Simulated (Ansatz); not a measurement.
**Ge2Sb2Te5 in Ansatz: the effect of functional**

Ge2Sb2Te5:

```
Te Sb Ge
1.0
     6.83914   -3.06601    0.00000
     6.83914    3.06601    0.00000
    -6.83098    0.00000    6.84761
Te Sb Ge
5 2 2
Direct
  0.59470 0.59470 0.38643
  0.79529 0.79529 0.19611
  0.00832 0.00832 0.00643
  0.20652 0.20652 0.80980
  0.39996 0.39996 0.59712
  0.90171 0.90171 0.58787
  0.11187 0.11187 0.41735
  0.28429 0.28429 0.18783
  0.49734 0.49734 0.01104
```

The cell comes from a database or a generator and needn't be the stable form of this composition.

Alike in all runs:

- Program: Ansatz 0.2.0
- Task: band structure
- Potentials or basis: Ansatz PAW
- k mesh: 4 × 4 × 3
- Occupations: fermi-dirac, width 0.05 eV
- Spin: no spin polarisation

```csv
functional,cutoff,gap on the mesh (eV),pressure (GPa),largest force (eV/Å)
PBEsol,420 eV (not typed: the program's choice for these potentials),0.07,-2.5,0.18
RPBE,420 eV (not typed: the program's choice for these potentials),0.05,1.2,0.16
revPBE,420 eV (not typed: the program's choice for these potentials),0.06,0.8,0.16
BLYP,420 eV (not typed: the program's choice for these potentials),?,?,?
r2SCAN,500 eV (not typed: the program's choice for these potentials),0.04,-1.0,0.25
```

Problem. What does the run with functional BLYP give?

Solution. gap on the mesh 0.07 eV; pressure 3.6 GPa; largest force 0.20 eV/Å.

Caveats: spin-orbit coupling is left out, which moves the levels of the heavy elements; the PAW data sets come from PBE, with cores solved anew for the run's functional, which leaves a small shift of forces and pressure.

